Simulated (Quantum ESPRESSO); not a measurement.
# GaBiSe2 in Quantum ESPRESSO: the effect of functional

GaBiSe2:

```
CELL_PARAMETERS angstrom
5.22769 0.00000 0.00000
0.00000 5.22769 0.00000
0.00000 0.00000 3.72966
ATOMIC_POSITIONS crystal
Ga 0.00000 0.00000 0.00000
Bi 0.50000 0.50000 0.50000
Se 0.50000 0.00000 0.00000
Se 0.00000 0.50000 0.00000
```

The cell was built by a generator and needn't be a form met in nature.

Alike in all runs:

```yaml
Program: Quantum ESPRESSO 7.5
Task: phonons
Cutoff: 1170 eV
Density_cutoff: 4680 eV
k_mesh: 2 × 2 × 4, shifted
Occupations: fermi-dirac, width 0.05 eV
Spin: no spin polarisation
```

Each run relaxes the cell or the atoms first.

```tsv
functional	potentials or basis	relaxed volume (Å³/atom)	highest phonon frequency (cm⁻¹)
LDA	PseudoDojo 0.4.1 SR LDA standard	22.94	170
PBE	PseudoDojo 0.4.1 SR PBE standard	24.94	155
PBEsol	PseudoDojo 0.4.1 SR PBEsol standard	23.53	166
AM05	PseudoDojo 0.4.1 SR PBE standard	23.57	163
WC	PseudoDojo 0.4.1 SR PBE standard	23.61	167
RPBE	PseudoDojo 0.4.1 SR PBE standard	25.86	148
vdW-DF-cx	PseudoDojo 0.4.1 SR PBE standard	?	?
```

**Question.** What does the run with functional vdW-DF-cx give?

**Answer.** Relaxed volume 23.76 Å³/atom; highest phonon frequency 170 cm⁻¹.

Caveats: all runs use coarse meshes; some modes are imaginary; the mesh is thin for the phonons of a metal (some runs); the potentials were made for another functional, which shifts forces and pressure (some runs); before the sum rule the acoustic modes lie tens of cm⁻¹ from zero, a sign that the density grid also shifts the optical modes (some runs).
